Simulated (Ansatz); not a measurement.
# BBrFH3OSi: up Jacob's ladder to CCSD(T)

The task here is to estimate one member of a computed series from the others.

Method: functionals in def2-TZVPP, the program's frozen cores in correlated methods; program: Ansatz 0.2.0, Gaussian basis.

Levels to be run: PBE-D4, r2SCAN-D4, PBE0-D4, B3LYP-D4, ωB97X-V, ωB97M-V, B2PLYP; CCSD(T)/def2-TZVPP; MP2/def2-QZVPP; extrapolation to the limit.

## Structure used throughout

The geometry comes from an earlier relaxation with PBE0-D4 in a triple-zeta def2 set; it is a stationary point, not always the lowest conformer.

SMILES `OB(F)[SiH2]Br`, 8 atoms, charge 0, spin multiplicity 1.

Atoms are counted from 1 here; the program's logs count them from 0.

Bond lengths: O1–B2 1.342 Å, O1–H6 0.964 Å, B2–F3 1.327 Å, B2–Si4 2.036 Å, Si4–Br5 2.245 Å, Si4–H7 1.483 Å, Si4–H8 1.483 Å. Angles: B2–O1–H6 112.9°, O1–B2–F3 117.5°, O1–B2–Si4 122.3°, F3–B2–Si4 120.2°, B2–Si4–Br5 105.0°, B2–Si4–H7 113.7°, B2–Si4–H8 113.7°, Br5–Si4–H7 107.4°, Br5–Si4–H8 107.4°, H7–Si4–H8 109.1°.

Set-up of the first run:

in.yaml reads:

```yaml
crystal:
  periodic: [false, false, false]
  atoms:
    - {symbol: O, position_ang: [0.941692, 0.833420, 1.457297]}
    - {symbol: B, position_ang: [0.780724, -0.286003, 0.734840]}
    - {symbol: F, position_ang: [1.516596, -1.339345, 1.065725]}
    - {symbol: Si, position_ang: [-0.532781, -0.400974, -0.816522]}
    - {symbol: Br, position_ang: [-1.485044, 1.629077, -0.924317]}
    - {symbol: H, position_ang: [0.375834, 1.555539, 1.160527]}
    - {symbol: H, position_ang: [0.113232, -0.658658, -2.126820]}
    - {symbol: H, position_ang: [-1.618154, -1.390154, -0.606531]}
basis:
  gaussian: {orbitals: def2-TZVPP}
hamiltonian: {xc: pbe, dispersion: d4}
output: {forces: true, orbitals: {seedname: orbitals}}
```

On the command line:

```
ansatz run in.yaml --threads 4 --pin off --events-out ev --progress --plain --max-ram 10444MiB
```

Steps of the session up to this table: PBE-D4 (GGA); r2SCAN-D4 (meta-GGA); PBE0-D4 (hybrid); B3LYP-D4 (hybrid); ωB97X-V (range-separated); ωB97M-V (range-separated); B2PLYP (double hybrid); CCSD(T) in def2-TZVPP; MP2 in def2-QZVPP.

One of the session's tables, all rows but one given; the rest of the session is left out.

It belongs to the step «Atomisation energies». 

```
            method  atomisation energy (kJ/mol)
            PBE-D4                       3006.9
         r2SCAN-D4                       2978.9
           PBE0-D4                       2946.8
          B3LYP-D4                       2940.4
           ωB97X-V                       2964.3
           ωB97M-V                       2961.0
            B2PLYP                       2920.0
     HF/def2-TZVPP                       2199.3
    MP2/def2-TZVPP                       2963.5
   CCSD/def2-TZVPP                       2828.1
CCSD(T)/def2-TZVPP                            ?
           MP2/CBS                       3051.3
       CCSD(T)/CBS                       2962.7
```

Estimate the missing values for CCSD(T)/def2-TZVPP.

**Answer.** atomisation energy (kJ/mol): 2875.0. In the column «atomisation energy (kJ/mol)» it lies between CCSD/def2-TZVPP (2828.1) and B2PLYP (2920.0).

To keep in mind: Free atoms (1 O, 1 B, 1 F, 1 Si, 1 Br, 3 H) were run apart at each level; the atomisation energy is their sum less the molecule, without zero-point or spin-orbit terms.
